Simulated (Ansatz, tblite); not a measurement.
# C28H30Si2: removing and adding an electron

Aim: the energy of removing and adding an electron for C28H30Si2, by energy differences, and how well orbital energies stand in for it.

Method: as each input shows; program: Ansatz 0.2.0, Gaussian basis.

Levels to be run: charge +1 doublet, at the geometry of the singlet (PBE0-D4/def2-TZVP, PBE-D4/def2-TZVP, LDA/def2-TZVP); charge -1 doublet, at the geometry of the singlet (PBE0-D4/def2-TZVP, PBE-D4/def2-TZVP, LDA/def2-TZVP); the starting singlet's energies come from earlier runs.

## 1. The relaxed structure

The geometry is that of the singlet, from an earlier relaxation (PBE-D4/def2-SVP).

SMILES `C[Si](C)(C)C#Cc1ccc(-c2ccc(-c3ccc(C#C[Si](C)(C)C)cc3)cc2)cc1`, 60 atoms, charge 0, spin multiplicity 1.

Atoms are counted from 1 here; the program's logs count them from 0.

Bond lengths: C1–Si2 1.891 Å, C1–H31 1.110 Å, C1–H32 1.109 Å, C1–H33 1.109 Å, Si2–C3 1.891 Å, Si2–C4 1.891 Å, Si2–C5 1.848 Å, C3–H34 1.110 Å, C3–H35 1.109 Å, C3–H36 1.109 Å, C4–H37 1.109 Å, C4–H38 1.110 Å, C4–H39 1.109 Å, C5–C6 1.236 Å, C6–C7 1.425 Å, C7–C8 1.419 Å, C7–C30 1.419 Å, C8–C9 1.396 Å and more. Angles: Si2–C1–H31 110.6°, Si2–C1–H32 111.0°, Si2–C1–H33 111.0°, H31–C1–H32 108.1°, H31–C1–H33 108.1°, H32–C1–H33 108.0°, C1–Si2–C3 110.5°, C1–Si2–C4 110.4°, C1–Si2–C5 108.5°, C3–Si2–C4 110.3°, C3–Si2–C5 108.6°, C4–Si2–C5 108.6°, Si2–C3–H34 110.5°, Si2–C3–H35 111.0°, Si2–C3–H36 111.0°, H34–C3–H35 108.1°, H34–C3–H36 108.1°, H35–C3–H36 107.9° and more.

## 2. Charge +1 doublet at the fixed geometry, PBE0-D4/def2-TZVP

in.yaml reads:

```yaml
crystal:
  periodic: [false, false, false]
  atoms:
    - {symbol: C, position_ang: [-10.747364, 2.320080, -0.817891]}
    - {symbol: Si, position_ang: [-10.259788, 0.602474, -0.195412]}
    - {symbol: C, position_ang: [-10.912298, 0.325149, 1.557953]}
    - {symbol: C, position_ang: [-10.919815, -0.733568, -1.360118]}
    - {symbol: C, position_ang: [-8.415495, 0.493815, -0.160388]}
    - {symbol: C, position_ang: [-7.181469, 0.420611, -0.137317]}
    - {symbol: C, position_ang: [-5.759378, 0.337039, -0.110307]}
    - {symbol: C, position_ang: [-4.957004, 1.410955, -0.574674]}
    - {symbol: C, position_ang: [-3.564384, 1.324420, -0.544796]}
    - {symbol: C, position_ang: [-2.907589, 0.170127, -0.054785]}
    - {symbol: C, position_ang: [-1.430158, 0.083477, -0.026445]}
    - {symbol: C, position_ang: [-0.631380, 1.229482, 0.192955]}
    - {symbol: C, position_ang: [0.762927, 1.147249, 0.222195]}
    - {symbol: C, position_ang: [1.430139, -0.084292, 0.028150]}
    - {symbol: C, position_ang: [2.907576, -0.170957, 0.056218]}
    - {symbol: C, position_ang: [3.602232, -1.101271, -0.753594]}
    - {symbol: C, position_ang: [4.995091, -1.186484, -0.731798]}
    - {symbol: C, position_ang: [5.759381, -0.338138, 0.110103]}
    - {symbol: C, position_ang: [7.181505, -0.421343, 0.136978]}
    - {symbol: C, position_ang: [8.415596, -0.492794, 0.161469]}
    - {symbol: Si, position_ang: [10.259927, -0.600625, 0.194387]}
    - {symbol: C, position_ang: [10.764032, -1.930762, 1.441069]}
    - {symbol: C, position_ang: [10.950568, 1.081909, 0.711971]}
    - {symbol: C, position_ang: [10.864922, -1.059839, -1.537425]}
    - {symbol: C, position_ang: [5.068227, 0.595572, 0.924483]}
    - {symbol: C, position_ang: [3.675120, 0.673616, 0.893715]}
    - {symbol: C, position_ang: [0.631432, -1.229907, -0.193528]}
    - {symbol: C, position_ang: [-0.763020, -1.148552, -0.217638]}
    - {symbol: C, position_ang: [-3.712997, -0.898368, 0.407192]}
    - {symbol: C, position_ang: [-5.106309, -0.821505, 0.383620]}
    - {symbol: H, position_ang: [-11.851925, 2.422684, -0.853226]}
    - {symbol: H, position_ang: [-10.348810, 3.111956, -0.151940]}
    - {symbol: H, position_ang: [-10.351859, 2.499974, -1.838009]}
    - {symbol: H, position_ang: [-12.020681, 0.381906, 1.573757]}
    - {symbol: H, position_ang: [-10.612697, -0.671509, 1.940443]}
    - {symbol: H, position_ang: [-10.517344, 1.091462, 2.255112]}
    - {symbol: H, position_ang: [-10.620993, -1.744153, -1.015456]}
    - {symbol: H, position_ang: [-12.028312, -0.697672, -1.404276]}
    - {symbol: H, position_ang: [-10.528591, -0.593661, -2.388035]}
    - {symbol: H, position_ang: [-5.447801, 2.312691, -0.969148]}
    - {symbol: H, position_ang: [-2.967132, 2.161458, -0.936645]}
    - {symbol: H, position_ang: [-1.115608, 2.202563, 0.363781]}
    - {symbol: H, position_ang: [1.351696, 2.063289, 0.379541]}
    - {symbol: H, position_ang: [3.036257, -1.753257, -1.435870]}
    - {symbol: H, position_ang: [5.516128, -1.908975, -1.376876]}
    - {symbol: H, position_ang: [11.869317, -2.022327, 1.485792]}
    - {symbol: H, position_ang: [10.396805, -1.682630, 2.457359]}
    - {symbol: H, position_ang: [10.347005, -2.918596, 1.158984]}
    - {symbol: H, position_ang: [12.059675, 1.054502, 0.743641]}
    - {symbol: H, position_ang: [10.584266, 1.369073, 1.718350]}
    - {symbol: H, position_ang: [10.645341, 1.873620, -0.001729]}
    - {symbol: H, position_ang: [11.972081, -1.135721, -1.555611]}
    - {symbol: H, position_ang: [10.559124, -0.296225, -2.280848]}
    - {symbol: H, position_ang: [10.447437, -2.035667, -1.858206]}
    - {symbol: H, position_ang: [5.645506, 1.253704, 1.590248]}
    - {symbol: H, position_ang: [3.163898, 1.388993, 1.555360]}
    - {symbol: H, position_ang: [1.114662, -2.208842, -0.330372]}
    - {symbol: H, position_ang: [-1.350777, -2.058724, -0.409126]}
    - {symbol: H, position_ang: [-3.233074, -1.798725, 0.819447]}
    - {symbol: H, position_ang: [-5.713817, -1.658731, 0.757206]}
basis:
  gaussian: {orbitals: def2-TZVP, fitting: {mean_field: def2-universal-jkfit}}
total_charge: 1
magnetization: {spin_polarized: true, initial_magnetization: 1}
hamiltonian: {xc: pbe0, dispersion: d4}
scf: {omitted_lower_state_checks: [starts]}
output: {orbitals: {seedname: orbitals}}
```

Launch:

```sh
> ansatz run in.yaml --threads 2 --pin off --events-out ev --progress --plain --max-ram 32768MiB --backend cuda --devices 0, --max-vram 18GiB
```

The program printed:

```text
Functional definition: PBE0
  name "PBE0"
  cite "Adamo & Barone, J. Chem. Phys. 110, 6158 (1999) doi:10.1063/1.478522"
  cite "Perdew, Burke & Ernzerhof, Phys. Rev. Lett. 77, 3865 (1996) doi:10.1103/PhysRevLett.77.3865"
  parent pbe
  parameter a = 0.25
  parameter kappa = 0.804
  parameter beta = 0.06672455060314922
  exchange = (1 - a)*pbe_x(kappa = kappa, mu = beta*pi^2/3) + a*exact_x
  correlation = pbe_c(beta = beta)
these checks for a lower state are left out or cut short: starts
2896 factors; integrals over basis functions are off by at most 3.6e-1 eV
mean field evaluation 1: about -45193.9241 eV, gradient 1.0e2 eV
mean field evaluation 2: about -45193.0069 eV, gradient 9.8e1 eV
mean field evaluation 4: about -45241.4145 eV, gradient 9.8e0 eV
mean field evaluation 8: about -45242.0200 eV, gradient 8.4e-1 eV
mean field evaluation 16: about -45242.0249 eV, gradient 1.2e-2 eV
mean field -45242.02486320 eV, -1662.6137475766 hartree, gradient 2.5e-5 eV, S^2 0.768224; 0 other end points of the search recorded, 0 dependent functions left out
reference -45242.02495909 eV, -1662.6137511007 hartree; 113, 112 occupied and 1009, 1010 virtual orbitals, 2896 factors
Total energy: -45243.75072888 eV, -1662.6771719708 hartree
Checks for a lower state left out: starts
```

Run time: 63 s. Hardware: 1 × H100 (card shared with other runs) with 2 threads of AMD EPYC 7R13, shared host; peak host memory 1.8 GiB.

From the report: HOMO -9.15 eV, LUMO -8.08 eV (over both spins); ⟨S²⟩ 0.768 (pure: 0.75).

## 3. Charge +1 doublet at the fixed geometry, PBE-D4/def2-TZVP

start.molden holds the orbitals of an earlier run on this state, given as this run's starting guess.

in.yaml: that of step 2 with these lines changed.

```diff
@@ -64,6 +64,6 @@
 basis:
-  gaussian: {orbitals: def2-TZVP, fitting: {mean_field: def2-universal-jkfit}}
+  gaussian: {orbitals: def2-TZVP, fitting: {mean_field: def2-universal-jkfit}, initial_orbitals: start.molden}
 total_charge: 1
 magnetization: {spin_polarized: true, initial_magnetization: 1}
-hamiltonian: {xc: pbe0, dispersion: d4}
+hamiltonian: {xc: pbe, dispersion: d4}
 scf: {omitted_lower_state_checks: [starts]}
```

The command is unchanged.

The program printed:

```text
Functional definition: PBE
  name "PBE"
  cite "Perdew, Burke & Ernzerhof, Phys. Rev. Lett. 77, 3865 (1996) doi:10.1103/PhysRevLett.77.3865"
  parent pbe
  parameter kappa = 0.804
  parameter beta = 0.06672455060314922
  exchange = pbe_x(kappa = kappa, mu = beta*pi^2/3)
  correlation = pbe_c(beta = beta)
these checks for a lower state are left out or cut short: starts
2896 factors; integrals over basis functions are off by at most 3.6e-1 eV
mean field evaluation 1: about -45237.1796 eV, gradient 1.6e1 eV
mean field evaluation 2: about -45237.7341 eV, gradient 5.8e-1 eV
mean field evaluation 4: about -45237.7343 eV, gradient 7.0e-2 eV
mean field evaluation 8: about -45237.7343 eV, gradient 2.2e-5 eV
mean field -45237.73432826 eV, -1662.4560733257 hartree, gradient 2.2e-5 eV, S^2 0.752117; 0 other end points of the search recorded, 0 dependent functions left out
reference -45237.73445793 eV, -1662.4560780911 hartree; 113, 112 occupied and 1009, 1010 virtual orbitals, 2896 factors
Total energy: -45239.73595175 eV, -1662.5296316325 hartree
Checks for a lower state left out: starts
```

Wall time 35 s (1 × H100 (card shared with other runs) with 2 threads of AMD EPYC 7R13, shared host); peak host memory 1.5 GiB.

Report: HOMO -8.37 eV, LUMO -8.16 eV (over both spins); ⟨S²⟩ 0.752 (pure: 0.75).

## 4. Charge +1 doublet at the fixed geometry, LDA/def2-TZVP

in.yaml: that of step 3 with these lines changed.

```diff
@@ -67,3 +67,3 @@
 magnetization: {spin_polarized: true, initial_magnetization: 1}
-hamiltonian: {xc: pbe, dispersion: d4}
+hamiltonian: {xc: lda}
 scf: {omitted_lower_state_checks: [starts]}
```

Same command.

The program printed:

```text
Functional definition: SPW92
  name "SPW92"
  cite "Dirac, Proc. Camb. Phil. Soc. 26, 376 (1930) doi:10.1017/S0305004100016108"
  cite "Slater, Phys. Rev. 81, 385 (1951) doi:10.1103/PhysRev.81.385"
  cite "Perdew & Wang, Phys. Rev. B 45, 13244 (1992) doi:10.1103/PhysRevB.45.13244"
  exchange = slater_x
  correlation = pw_c
these checks for a lower state are left out or cut short: starts
2896 factors; integrals over basis functions are off by at most 3.6e-1 eV
mean field evaluation 1: about -44945.7749 eV, gradient 6.3e1 eV
mean field evaluation 2: about -44948.3027 eV, gradient 2.8e0 eV
mean field evaluation 4: about -44948.3852 eV, gradient 2.9e-1 eV
mean field evaluation 8: about -44948.3863 eV, gradient 2.5e-5 eV
mean field -44948.38628195 eV, -1651.8227287510 hartree, gradient 2.5e-5 eV, S^2 0.750883; 0 other end points of the search recorded, 0 dependent functions left out
reference -44948.38640080 eV, -1651.8227331187 hartree; 113, 112 occupied and 1009, 1010 virtual orbitals, 2896 factors
Total energy: -44948.38640080 eV, -1651.8227331187 hartree
Checks for a lower state left out: starts
```

Run time: 20 s. Hardware: 1 × H100 (card shared with other runs) with 2 threads of AMD EPYC 7R13, shared host; peak host memory 1.4 GiB.

Report: HOMO -8.53 eV, LUMO -8.39 eV (over both spins); ⟨S²⟩ 0.751 (pure: 0.75).

## 5. Vertical ionisation energy

Charged state less starting state, singlet to doublet; the starting state's energies are those of its earlier runs.

```tsv
level	vertical ionisation energy (eV)	time
LDA/def2-TZVP	+6.95	53 s
PBE-D4/def2-TZVP	+6.78	55 s
PBE0-D4/def2-TZVP	+7.13	72 s
```

Times add the two runs; a level without a time comes out of a correlated run.

Beside −ε(HOMO) of the starting state:

```tsv
level	−ε(HOMO) (eV)	by difference (eV)	mismatch (eV)
LDA/def2-TZVP	5.49	6.95	-1.46
PBE-D4/def2-TZVP	5.28	6.78	-1.50
PBE0-D4/def2-TZVP	6.09	7.13	-1.04
```

## 6. Charge -1 doublet at the fixed geometry, PBE0-D4/def2-TZVP

in.yaml: that of step 4 with these lines changed.

```diff
@@ -64,6 +64,6 @@
 basis:
-  gaussian: {orbitals: def2-TZVP, fitting: {mean_field: def2-universal-jkfit}, initial_orbitals: start.molden}
-total_charge: 1
+  gaussian: {orbitals: def2-TZVP, fitting: {mean_field: def2-universal-jkfit}}
+total_charge: -1
 magnetization: {spin_polarized: true, initial_magnetization: 1}
-hamiltonian: {xc: lda}
+hamiltonian: {xc: pbe0, dispersion: d4}
 scf: {omitted_lower_state_checks: [starts]}
```

Launched as before.

The program printed:

```text
Functional definition: PBE0
  name "PBE0"
  cite "Adamo & Barone, J. Chem. Phys. 110, 6158 (1999) doi:10.1063/1.478522"
  cite "Perdew, Burke & Ernzerhof, Phys. Rev. Lett. 77, 3865 (1996) doi:10.1103/PhysRevLett.77.3865"
  parent pbe
  parameter a = 0.25
  parameter kappa = 0.804
  parameter beta = 0.06672455060314922
  exchange = (1 - a)*pbe_x(kappa = kappa, mu = beta*pi^2/3) + a*exact_x
  correlation = pbe_c(beta = beta)
these checks for a lower state are left out or cut short: starts
2896 factors; integrals over basis functions are off by at most 3.6e-1 eV
mean field evaluation 1: about -45206.1859 eV, gradient 9.7e1 eV
mean field evaluation 2: about -45196.5380 eV, gradient 9.8e1 eV
mean field evaluation 4: about -45249.4236 eV, gradient 1.1e1 eV
mean field evaluation 8: about -45250.0636 eV, gradient 2.6e-1 eV
mean field evaluation 16: about -45250.0531 eV, gradient 5.5e-3 eV
mean field -45250.05314514 eV, -1662.9087814963 hartree, gradient 6.3e-5 eV, S^2 0.760021; 0 other end points of the search recorded, 0 dependent functions left out
reference -45250.05324532 eV, -1662.9087851780 hartree; 114, 113 occupied and 1008, 1009 virtual orbitals, 2896 factors
Total energy: -45251.86922388 eV, -1662.9755211588 hartree
Checks for a lower state left out: starts
```

Run time: 28 s. Hardware: 1 × H100 (card shared with other runs) with 2 threads of AMD EPYC 7R13, shared host; peak host memory 1.8 GiB.

Report: HOMO 0.05 eV, LUMO 1.26 eV (over both spins); ⟨S²⟩ 0.760 (pure: 0.75). Doubts: highest occupied level lies above zero.

## 7. Charge -1 doublet at the fixed geometry, PBE-D4/def2-TZVP

in.yaml: that of step 6 with these lines changed.

```diff
@@ -64,6 +64,6 @@
 basis:
-  gaussian: {orbitals: def2-TZVP, fitting: {mean_field: def2-universal-jkfit}}
+  gaussian: {orbitals: def2-TZVP, fitting: {mean_field: def2-universal-jkfit}, initial_orbitals: start.molden}
 total_charge: -1
 magnetization: {spin_polarized: true, initial_magnetization: 1}
-hamiltonian: {xc: pbe0, dispersion: d4}
+hamiltonian: {xc: pbe, dispersion: d4}
 scf: {omitted_lower_state_checks: [starts]}
```

The command is unchanged.

The program printed:

```text
Functional definition: PBE
  name "PBE"
  cite "Perdew, Burke & Ernzerhof, Phys. Rev. Lett. 77, 3865 (1996) doi:10.1103/PhysRevLett.77.3865"
  parent pbe
  parameter kappa = 0.804
  parameter beta = 0.06672455060314922
  exchange = pbe_x(kappa = kappa, mu = beta*pi^2/3)
  correlation = pbe_c(beta = beta)
these checks for a lower state are left out or cut short: starts
2896 factors; integrals over basis functions are off by at most 3.6e-1 eV
mean field evaluation 1: about -45245.0757 eV, gradient 1.6e1 eV
mean field evaluation 2: about -45245.6202 eV, gradient 5.5e-1 eV
mean field evaluation 4: about -45245.6142 eV, gradient 1.6e-2 eV
mean field -45245.61423025 eV, -1662.7456543827 hartree, gradient 3.8e-5 eV, S^2 0.751321; 0 other end points of the search recorded, 0 dependent functions left out
reference -45245.61436749 eV, -1662.7456594262 hartree; 114, 113 occupied and 1008, 1009 virtual orbitals, 2896 factors
Total energy: -45247.72007087 eV, -1662.8230425982 hartree
Checks for a lower state left out: starts
```

Wall time 24 s (1 × H100 (card shared with other runs) with 2 threads of AMD EPYC 7R13, shared host); peak host memory 1.4 GiB.

Report: HOMO 0.30 eV, LUMO 0.50 eV (over both spins); ⟨S²⟩ 0.751 (pure: 0.75). Doubts: highest occupied level lies above zero.

## 8. Charge -1 doublet at the fixed geometry, LDA/def2-TZVP

in.yaml: that of step 7 with these lines changed.

```diff
@@ -67,3 +67,3 @@
 magnetization: {spin_polarized: true, initial_magnetization: 1}
-hamiltonian: {xc: pbe, dispersion: d4}
+hamiltonian: {xc: lda}
 scf: {omitted_lower_state_checks: [starts]}
```

The command is unchanged.

The program printed:

```text
Functional definition: SPW92
  name "SPW92"
  cite "Dirac, Proc. Camb. Phil. Soc. 26, 376 (1930) doi:10.1017/S0305004100016108"
  cite "Slater, Phys. Rev. 81, 385 (1951) doi:10.1103/PhysRev.81.385"
  cite "Perdew & Wang, Phys. Rev. B 45, 13244 (1992) doi:10.1103/PhysRevB.45.13244"
  exchange = slater_x
  correlation = pw_c
these checks for a lower state are left out or cut short: starts
2896 factors; integrals over basis functions are off by at most 3.6e-1 eV
mean field evaluation 1: about -44954.1084 eV, gradient 6.3e1 eV
mean field evaluation 2: about -44956.6506 eV, gradient 2.8e0 eV
mean field evaluation 4: about -44956.7131 eV, gradient 2.7e-1 eV
mean field evaluation 8: about -44956.7137 eV, gradient 1.8e-5 eV
mean field -44956.71368319 eV, -1652.1287551024 hartree, gradient 1.8e-5 eV, S^2 0.750537; 0 other end points of the search recorded, 0 dependent functions left out
reference -44956.71380746 eV, -1652.1287596689 hartree; 114, 113 occupied and 1008, 1009 virtual orbitals, 2896 factors
Total energy: -44956.71380746 eV, -1652.1287596689 hartree
Checks for a lower state left out: starts
```

Wall time 23 s (1 × H100 (card shared with other runs) with 2 threads of AMD EPYC 7R13, shared host); peak host memory 1.4 GiB.

Report: HOMO 0.09 eV, LUMO 0.23 eV (over both spins); ⟨S²⟩ 0.751 (pure: 0.75). Doubts: highest occupied level lies above zero.

## 9. Vertical electron affinity

Starting state less charged state (positive: the electron is bound), singlet to doublet; the starting state's energies are those of its earlier runs.

```tsv
level	vertical electron affinity (eV)	time
LDA/def2-TZVP	+1.37	55 s
PBE-D4/def2-TZVP	+1.20	44 s
PBE0-D4/def2-TZVP	+0.99	37 s
```

Times add the two runs; a level without a time comes out of a correlated run.

Beside −ε(LUMO) of the starting state:

```tsv
level	−ε(LUMO) (eV)	by difference (eV)	mismatch (eV)
LDA/def2-TZVP	2.86	1.37	+1.48
PBE-D4/def2-TZVP	2.62	1.20	+1.41
PBE0-D4/def2-TZVP	1.94	0.99	+0.95
```

## 10. Summary of results

```
                                            quantity                               value
vertical ionisation energy, functionals in def2-TZVP  6.78 (PBE-D4) to 7.13 eV (PBE0-D4)
vertical electron affinity, functionals in def2-TZVP     0.99 (PBE0-D4) to 1.37 eV (LDA)
```

What this shows: The vertical ionisation energy spans 6.78 to 7.13 eV over the functionals. −ε(HOMO) misses the level's own difference by -1.04 eV at best (PBE0-D4) and -1.50 eV at worst (PBE-D4). The vertical electron affinity spans 0.99 to 1.37 eV over the functionals. −ε(LUMO) misses the level's own difference by +0.95 eV at best (PBE0-D4) and +1.48 eV at worst (LDA).
